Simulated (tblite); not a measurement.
# C9H9NSi: the cost of one run

Computed with tblite 0.8.0 and PySCF 2.14.0, with density-fitted response routines of our own, on a single molecule in the gas phase. Atoms count from 0, in the outputs and in this text.

### Step 1. Starting geometry

20 atoms, charge 0, multiplicity 1; geometry from: force field or distance geometry start.

Bonds of the start (Å): C0–C1 1.33, C1–Si2 1.88, Si2–C3 1.91, C3–C4 1.46, C4–C5 1.40, C5–C6 1.38, C6–N7 1.34, N7–C8 1.36, C8–C9 1.38, C3–C10 1.35, C10–C0 1.47, C9–C4 1.40, C0–H11 1.07, C1–H12 1.09, Si2–H13 1.49, Si2–H14 1.48, C5–H15 1.09, C6–H16 1.09, C8–H17 1.09, C9–H18 1.08, C10–H19 1.07.

### Step 2. Geometry optimisation with GFN2-xTB

Job settings and geometry (Å):

```
{"job": {"kind": "relax", "xc": "GFN2-xTB", "basis": "xTB"}, "charge": 0, "multiplicity": 1}
C      2.866500    -0.512900    -1.010600
C      3.220000    -0.256600     0.250800
Si     1.744800     0.142200     1.339400
C      0.666400    -0.075200    -0.220400
C     -0.784300     0.069300    -0.188800
C     -1.385700     1.290200     0.122800
C     -2.763500     1.376700     0.110300
N     -3.571000     0.345400    -0.187500
C     -2.973100    -0.829500    -0.508000
C     -1.608800    -1.009100    -0.524200
C      1.427500    -0.415900    -1.276200
H      3.550200    -0.768000    -1.798000
H      4.220000    -0.277200     0.673600
H      1.757000     1.552900     1.805600
H      1.489100    -0.886000     2.367900
H     -0.794800     2.170400     0.379400
H     -3.268900     2.307400     0.358500
H     -3.654000    -1.646500    -0.756300
H     -1.190500    -1.972100    -0.786000
H      1.048100    -0.594700    -2.263800
```

Started as:

```sh
$ OMP_NUM_THREADS=1 python probes_run.py task.json out
```

One launch serves the whole session: the jobs run in the order shown.

**Question.** How long does this first job take on 1 thread of Intel Xeon at 2.50GHz, shared host, and how much memory does it need?

About 3 s, with a peak of 0.18 GiB.
